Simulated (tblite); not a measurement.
# C5H10BN3: the cost of one run

Programs: tblite 0.8.0 and PySCF 2.14.0, with density-fitted response routines of our own. Each step states its level of theory. These are calculated values for one molecule in the gas phase, unless marked as measured. Atoms count from 0, in the outputs and in this text.

## Step 1: The molecule as given

19 atoms, charge 0, multiplicity 1; geometry from: force field or distance geometry start.

Bonds of the start (Å): N0–C1 1.14, C1–C2 1.48, C2–C3 1.52, C3–B4 1.63, B4–N5 1.54, B4–C6 1.63, C6–C7 1.47, C7–N8 1.15, C2–H9 1.11, C2–H10 1.11, C3–H11 1.11, C3–H12 1.13, B4–H13 1.19, N5–H14 1.04, N5–H15 1.05, N5–H16 1.04, C6–H17 1.11, C6–H18 1.11.

## Step 2: Geometry optimisation with GFN2-xTB

The job: settings as JSON, then the geometry in Å.

```
{"job": {"kind": "relax", "xc": "GFN2-xTB", "basis": "xTB"}, "charge": 0, "multiplicity": 1}
N     -4.366000     0.429200    -0.289500
C     -3.263200     0.633600    -0.065600
C     -1.833900     0.875500     0.242700
C     -1.018600    -0.382900    -0.004600
B      0.557600    -0.162300     0.324300
N      1.216000    -1.506900     0.676100
C      1.299600     0.502400    -0.966000
C      2.628300     1.016300    -0.587400
N      3.671400     1.412700    -0.298500
H     -1.492000     1.700400    -0.412000
H     -1.758900     1.199800     1.297400
H     -1.139800    -0.730100    -1.047900
H     -1.407900    -1.196900     0.674300
H      0.669300     0.576100     1.249200
H      0.772900    -1.888600     1.541800
H      2.236200    -1.364100     0.880500
H      1.108800    -2.183900    -0.103200
H      1.414400    -0.265300    -1.763900
H      0.696100     1.344200    -1.355200
```

Run with:

```bash
$ OMP_NUM_THREADS=1 python probes_run.py task.json out
```

The driver reads the jobs from task.json and runs them one after another.

**Question.** How long does this first job take on 1 thread of Arm Neoverse N1, shared host, and how much memory does it need?

About 1.2 s, with a peak of 0.18 GiB.
